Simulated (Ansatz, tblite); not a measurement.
# The cluster Al₃Ga₂+: a ladder of methods and basis sets

How do method and basis change the picture of the cluster Al₃Ga₂+ (singlet)?

Program: Ansatz 0.2.0, Gaussian basis. Level of theory: as each input shows. These are calculated values, not measurements.

Plan: GFN1-xTB, GFN2-xTB, PBE-D4/def2-TZVP, r2SCAN-D4/def2-TZVP, HF/def2-TZVP, CAM-B3LYP-D4/def2-TZVP, revPBE-D4/def2-TZVP, PBE-D4/def2-SVP, PBE0-D4/def2-SVP, HF/STO-3G, CCSD(T)/def2-TZVPP, MP2/def2-TZVP.

4 further runs of the same task are left out: 4 set aside as unsound or not needed. Runs told in other sessions of the task aren't counted.

## 1. The structure

The singlet was relaxed beforehand with r2SCAN-D4/def2-SVP. At that level it is the lowest of the isomers that a small search found.

5 atoms, charge 1, spin multiplicity 1.

Bond lengths: Al1–Al2 2.552 Å, Al1–Ga5 2.411 Å, Al2–Ga4 2.417 Å, Al2–Ga5 2.766 Å, Al3–Ga4 2.568 Å, Al3–Ga5 2.402 Å. Angles: Al2–Al1–Ga5 67.7°, Al1–Al2–Ga4 130.8°, Al1–Al2–Ga5 53.7°, Ga4–Al2–Ga5 77.1°, Ga4–Al3–Ga5 81.3°, Al2–Ga4–Al3 103.4°, Al1–Ga5–Al2 58.6°, Al1–Ga5–Al3 156.8°, Al2–Ga5–Al3 98.2°.

The ion is computed in the gas phase, without counter-ions or solvent.

PBE0-D4/def2-TZVP was run before; its log isn't repeated, and its numbers join the tables.

## 2. GFN1-xTB

Tight binding, by tblite at 300 K electronic temperature and without a spin-polarisation term:

```python
tblite.interface.Calculator('GFN1-xTB', numbers, positions, charge=1, uhf=0).singlepoint()
```

Energy -161.4042 eV, HOMO -11.46 eV, LUMO -10.69 eV; 0.005 s.

## 3. GFN2-xTB

Tight binding, by tblite at 300 K electronic temperature and without a spin-polarisation term:

```python
tblite.interface.Calculator('GFN2-xTB', numbers, positions, charge=1, uhf=0).singlepoint()
```

Energy -132.6983 eV, HOMO -11.75 eV, LUMO -11.61 eV; 0.012 s.

## 4. PBE-D4/def2-TZVP

start.molden holds the orbitals of an earlier run on this state, given as this run's starting guess.

The input, in.yaml:

```yaml
crystal:
  periodic: [false, false, false]
  atoms:
    - {symbol: Al, position_ang: [0.085187, 2.114076, -1.499979]}
    - {symbol: Al, position_ang: [-0.268053, -0.411033, -1.599647]}
    - {symbol: Al, position_ang: [0.209390, -0.708469, 2.273884]}
    - {symbol: Ga, position_ang: [-0.226452, -2.081254, 0.147463]}
    - {symbol: Ga, position_ang: [0.199938, 1.086680, 0.678288]}
basis:
  gaussian: {orbitals: def2-TZVP, initial_orbitals: start.molden}
total_charge: 1
hamiltonian: {xc: pbe, dispersion: d4}
scf: {omitted_lower_state_checks: [starts]}
output: {forces: true, orbitals: {seedname: orbitals}}
```

On the command line:

```
$ ansatz run in.yaml --threads 4 --pin off --events-out ev --progress --plain --max-ram 4787MiB
```

Further steps of the session: r2SCAN-D4/def2-TZVP; HF/def2-TZVP; CAM-B3LYP-D4/def2-TZVP; revPBE-D4/def2-TZVP; PBE-D4/def2-SVP; PBE0-D4/def2-SVP; HF/STO-3G; CCSD(T)/def2-TZVPP; MP2/def2-TZVP.

Q: Predict the results of all the runs planned. Wanted: gap in def2-TZVP, named functionals and Hartree-Fock, smallest and largest; correlation energy, CCSD(T)/def2-TZVPP; correlation energy, MP2/def2-TZVP; PBE0 total energy, smallest basis above largest.

As calculated:

```
                                                                  quantity                           value
gap in def2-TZVP, named functionals and Hartree-Fock, smallest and largest  0.59 eV (PBE-D4), 5.04 eV (HF)
                                    correlation energy, CCSD(T)/def2-TZVPP                       -19.19 eV
                                         correlation energy, MP2/def2-TZVP                       -18.11 eV
                           PBE0 total energy, smallest basis above largest  20.40 eV (def2-SVP, def2-TZVP)
```

What this shows: Orbital gaps of the named functionals and Hartree-Fock in def2-TZVP span 0.59 eV (PBE-D4) to 5.04 eV (HF); exact exchange widens it. Notes on CCSD(T)/def2-TZVPP: large T1 diagnostic.
